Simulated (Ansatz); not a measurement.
# C2H8Sn: the cost of one run

Method: RKS B3LYP-D4/def2-SVP, in Ansatz 0.2.0.

## (1) The structure to begin with

Bond lengths: Sn1–H2 1.740 Å, Sn1–C3 2.150 Å, C3–H4 1.110 Å, C3–H5 1.110 Å, C3–H6 1.110 Å, Sn1–C7 2.148 Å, C7–H8 1.110 Å, C7–H9 1.110 Å, C7–H10 1.110 Å, Sn1–H11 1.739 Å. Angles (14 of 18 angles, heavy atoms first): C3–Sn1–C7 109.5°, H2–Sn1–C3 109.5°, H2–Sn1–C7 109.5°, C3–Sn1–H11 109.5°, C7–Sn1–H11 109.5°, Sn1–C3–H4 109.5°, Sn1–C3–H5 109.5°, Sn1–C3–H6 109.5°, Sn1–C7–H8 109.5°, Sn1–C7–H9 109.5°, Sn1–C7–H10 109.5°, H2–Sn1–H11 109.5°, H4–C3–H5 109.4°, H4–C3–H6 109.4°.

As a file:

```xyz
11

Sn    0.0000    0.0000    0.0000
H     0.0000    0.0000    1.7400
C     2.0274    0.0000   -0.7160
H     2.3751   -1.0463   -0.8441
H     2.0760    0.5276   -1.6913
H     2.6794    0.5187    0.0175
C    -1.0126    1.7544   -0.7160
H    -2.0653    1.5008   -0.9603
H    -0.9943    2.5391    0.0690
H    -0.5023    2.1310   -1.6269
H    -0.8195   -1.4198   -0.5794
```

## (2) Relaxing the start

input.yaml

```yaml
crystal:
  periodic: [false, false, false]
  atoms:
    - { symbol: Sn, position_ang: [0.0, 0.0, 0.0] }
    - { symbol: H, position_ang: [0.0, 0.0, 1.74] }
    - { symbol: C, position_ang: [2.0274, 0.0, -0.716] }
    - { symbol: H, position_ang: [2.3751, -1.0463, -0.8441] }
    - { symbol: H, position_ang: [2.076, 0.5276, -1.6913] }
    - { symbol: H, position_ang: [2.6794, 0.5187, 0.0175] }
    - { symbol: C, position_ang: [-1.0126, 1.7544, -0.716] }
    - { symbol: H, position_ang: [-2.0653, 1.5008, -0.9603] }
    - { symbol: H, position_ang: [-0.9943, 2.5391, 0.069] }
    - { symbol: H, position_ang: [-0.5023, 2.131, -1.6269] }
    - { symbol: H, position_ang: [-0.8195, -1.4198, -0.5794] }
basis:
  gaussian: { orbitals: def2-SVP }
hamiltonian:
  xc: b3lyp
  dispersion: d4
relax:
  f_tol: 0.02
  max_steps: 40
output:
  orbitals: {}
```

On the command line:

```sh
$ ansatz run input.yaml --threads 2 --pin off --max-ram 3072MiB --backend cpu --events-out ev --progress --plain --runs-dir out
```

What time and memory should one allow on 2 threads of Arm Neoverse V2, shared host?

About 29 s, with a peak of 0.2 GiB.
